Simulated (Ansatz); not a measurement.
# C₂H₅NSe: a ladder of functionals and wavefunction methods

The task here is to estimate one member of a computed series from the others.

Method: functionals in def2-TZVPP, the program's frozen cores in correlated methods; program: Ansatz 0.2.0, Gaussian basis.

Plan: PBE-D4, r2SCAN-D4, PBE0-D4, B3LYP-D4, ωB97X-V, ωB97M-V, B2PLYP; CCSD(T)/def2-TZVPP; MP2/def2-QZVPP; extrapolation to the limit.

## Structure used throughout

All runs share one geometry, relaxed beforehand with PBE0-D4 in a triple-zeta def2 set.

SMILES `CNC=[Se]`, 9 atoms, charge 0, spin multiplicity 1.

Atoms are counted from 1 here; the program's logs count them from 0.

Bond lengths: C1–N2 1.441 Å, C1–H5 1.093 Å, C1–H6 1.093 Å, C1–H7 1.089 Å, N2–C3 1.326 Å, N2–H8 1.007 Å, C3–Se4 1.786 Å, C3–H9 1.089 Å. Angles: N2–C1–H5 110.3°, N2–C1–H6 110.4°, N2–C1–H7 108.9°, H5–C1–H6 107.4°, H5–C1–H7 109.9°, H6–C1–H7 109.9°, C1–N2–C3 123.7°, C1–N2–H8 118.1°, C3–N2–H8 118.2°, N2–C3–Se4 126.2°, N2–C3–H9 113.2°, Se4–C3–H9 120.6°.

Set-up of the first run:

File in.yaml:

```yaml
crystal:
  periodic: [false, false, false]
  atoms:
    - {symbol: C, position_ang: [-0.173374, 0.461334, -0.997421]}
    - {symbol: N, position_ang: [0.594869, -0.120947, 0.074142]}
    - {symbol: C, position_ang: [0.065245, -0.550061, 1.211356]}
    - {symbol: Se, position_ang: [-1.664379, -0.503234, 1.653109]}
    - {symbol: H, position_ang: [-0.926170, -0.246346, -1.353229]}
    - {symbol: H, position_ang: [-0.700965, 1.351649, -0.646576]}
    - {symbol: H, position_ang: [0.500876, 0.726015, -1.810871]}
    - {symbol: H, position_ang: [1.590385, -0.206084, -0.048789]}
    - {symbol: H, position_ang: [0.802015, -0.958626, 1.901278]}
basis:
  gaussian: {orbitals: def2-TZVPP}
hamiltonian: {xc: pbe, dispersion: d4}
output: {forces: true, orbitals: {seedname: orbitals}}
```

The run is started by

```
ansatz run in.yaml --threads 4 --pin off --events-out ev --progress --plain --max-ram 10444MiB
```

Among the steps run: PBE-D4 (GGA); r2SCAN-D4 (meta-GGA); PBE0-D4 (hybrid); B3LYP-D4 (hybrid); ωB97X-V (range-separated); ωB97M-V (range-separated); B2PLYP (double hybrid); CCSD(T) in def2-TZVPP; MP2 in def2-QZVPP.

One of the session's tables, all rows but one given; the rest of the session is left out.

| method | atomisation energy (kcal/mol) |
| --- | --- |
| PBE-D4 | 815.5 |
| r2SCAN-D4 | 790.8 |
| PBE0-D4 | 794.9 |
| B3LYP-D4 | ? |
| ωB97X-V | 789.5 |
| ωB97M-V | 788.6 |
| B2PLYP | 781.8 |
| HF/def2-TZVPP | 542.2 |
| MP2/def2-TZVPP | 777.1 |
| CCSD/def2-TZVPP | 749.0 |
| CCSD(T)/def2-TZVPP | 764.5 |
| MP2/CBS | 800.9 |
| CCSD(T)/CBS | 788.2 |

**Question.** Estimate the row for B3LYP-D4.

As computed: atomisation energy (kcal/mol): 792.4. In the column «atomisation energy (kcal/mol)» it lies between r2SCAN-D4 (790.8) and PBE0-D4 (794.9).
